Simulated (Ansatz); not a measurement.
# TeH2O (SMILES O[TeH]): one structure at several levels

An exercise on one series of results from a longer session: the logs are not shown, and one member is left open.

Computed with Ansatz 0.2.0, Gaussian basis. Level: single points in def2-TZVPP.

Cores are frozen in the correlated methods. Filled d shells of the heavier atoms are correlated. Core potentials replace the inner electrons past krypton, and spin-orbit coupling is left out.

### Where the work starts

SMILES `O[TeH]`, 4 atoms, charge 0, spin multiplicity 1.

Atoms are counted from 1 here; the program's logs count them from 0.

Bond lengths: O1–Te2 2.022 Å, O1–H3 0.867 Å, Te2–H4 1.605 Å. Angles: Te2–O1–H3 102.8°, O1–Te2–H4 89.5°.

Geometry (Å):

```xyz
4
charge 0, multiplicity 1
O    -0.46540   -0.70920    0.53150
Te    0.57660    0.99350    0.20900
H     0.13870   -1.32450    0.43710
H     0.10070    0.97680   -1.32330
```

The first run:

The input, run/in.yaml:

```yaml
crystal:
  periodic: [false, false, false]
  atoms:
    - {symbol: O, position_ang: [-0.465400, -0.709200, 0.531500]}
    - {symbol: Te, position_ang: [0.576600, 0.993500, 0.209000]}
    - {symbol: H, position_ang: [0.138700, -1.324500, 0.437100]}
    - {symbol: H, position_ang: [0.100700, 0.976800, -1.323300]}
basis:
  gaussian: {orbitals: def2-TZVPP}
correlation: {method: ccsd_t}
output: {forces: true}
```

No record of the launch command was kept for these runs.

Among the steps run: CCSD(T)/def2-TZVPP; PBE0-D4/def2-TZVPP; wB97M-V/def2-TZVPP; r2SCAN-D4/def2-TZVPP; PBE-D4/def2-TZVPP; B97M-V/def2-TZVPP; LC-wPBE/def2-TZVPP.

One of the session's tables, all rows but one given; the rest of the session is left out.

| method | RMS force component (eV/Å) | angle to CCSD(T) forces (°) | dipole (D) |
| --- | --- | --- | --- |
| CCSD(T) | 2.866 | reference | 1.75 |
| PBE0-D4 | 2.860 | 1.9 | 1.74 |
| wB97M-V | 2.854 | 1.6 | 1.83 |
| r2SCAN-D4 | ? | ? | ? |
| PBE-D4 | 3.046 | 5.4 | 1.62 |
| B97M-V | 2.773 | 2.4 | 1.67 |
| LC-wPBE | 2.907 | 3.9 | 1.89 |

**Question.** Estimate the row for r2SCAN-D4.

The run gave: RMS force component (eV/Å): 2.874; angle to CCSD(T) forces (°): 2.0; dipole (D): 1.65. In the column «RMS force component (eV/Å)» it lies between CCSD(T) (2.866) and LC-wPBE (2.907).
